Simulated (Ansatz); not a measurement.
NaLaMnMoO6:

```xyz
10
Lattice="5.1093 -0.0067 0.0106 -0.2394 5.6893 0.0070 -0.9290 -2.8254 5.1188" Properties=species:S:1:pos:R:3 pbc="T T T"
Na    1.9223    1.9516    0.3919
La   -0.6075    1.8350    3.5165
Mn    1.8742   -0.9083    2.0852
Mo    4.0976    4.6175    1.5746
O     2.6717    1.1441    5.1017
O     2.9598    3.6581    2.8448
O     3.1703    0.4987    1.9182
O     0.4613    3.2483    1.8839
O     0.7994   -0.1395    0.5996
O     0.3708   -0.2245    3.2390
```

The cell was built by a generator and needn't be a form met in nature.

```yaml
Program: Ansatz 0.2.0
Task: relaxation of cell and atoms
Functional: PBE
Dispersion: D3(BJ)-ATM
Potentials_or_basis: Ansatz PAW
Cutoff: "420 eV (not typed: the program's choice for these potentials)"
k_mesh: 4 × 4 × 4
Occupations: fermi-dirac, width 0.05 eV
Spin: collinear spin, ferromagnetic start
Starting_moments: "[0.0, 0.0, 4.0, 1.0, 0.0, 0.0, 0.0, 0.0, 0.0, 0.0] μB"
```

At the start: volume 14.90 Å³/atom.

How do energy, volume and symmetry change on relaxing?

It ends after 14 steps and the volume is 14.34 Å³/atom (-3.7 %); space group P1 (No. 1, to 0.05 Å); moment 3.00 μB per cell.

Step by step:
| step | energy change (eV) | largest force (eV/Å) | volume (Å³) |
| --- | --- | --- | --- |
| 1 | 0.0000 | 0.0123 | 148.95 |
| 2 | -0.0236 | 0.2646 | 145.03 |
| 3 | -0.0316 | 0.1007 | 145.54 |
| 4 | -0.0366 | 0.0592 | 145.12 |
| 5 | -0.0414 | 0.0838 | 144.20 |
| 6 | -0.0429 | 0.0338 | 143.92 |
| 7 | -0.0431 | 0.0300 | 143.88 |
| 8 | -0.0433 | 0.0132 | 143.89 |
| 9 | -0.0432 | 0.0158 | 143.93 |
| 10 | -0.0432 | 0.0050 | 143.92 |
| 11 | -0.0306 | 0.0050 | 143.92 |
| 12 | -0.0322 | 0.0132 | 143.47 |
| 13 | -0.0324 | 0.0118 | 143.42 |
| 14 | -0.0309 | 0.0118 | 143.42 |

Final structure:
```yaml
crystal:
  lattice:
    - [5.04739, -0.01370, -0.00387]
    - [-0.24451, 5.60665, 0.01704]
    - [-0.92812, -2.77446, 5.06087]
  atoms:
    - { symbol: Na, position: [0.41938, 0.38411, 0.07725] }
    - { symbol: La, position: [0.05246, 0.66537, 0.68967] }
    - { symbol: Mn, position: [0.44115, 0.04449, 0.40950] }
    - { symbol: Mo, position: [0.89587, 0.96118, 0.30010] }
    - { symbol: O, position: [0.72496, 0.69597, 0.98383] }
    - { symbol: O, position: [0.72065, 0.91218, 0.55342] }
    - { symbol: O, position: [0.70253, 0.28012, 0.37783] }
    - { symbol: O, position: [0.18774, 0.74251, 0.35221] }
    - { symbol: O, position: [0.17581, 0.04625, 0.12212] }
    - { symbol: O, position: [0.20144, 0.26784, 0.64142] }
```

Caveat: the plane-wave basis is chosen anew once the cell has moved, so the energies of steps on either side of that aren't comparable; the pressure holds a Pulay correction of +0.5 GPa for the finite cutoff; a cell with one magnetic atom can't hold antiferromagnetic order, which such compounds often take; the starting moments weren't kept.
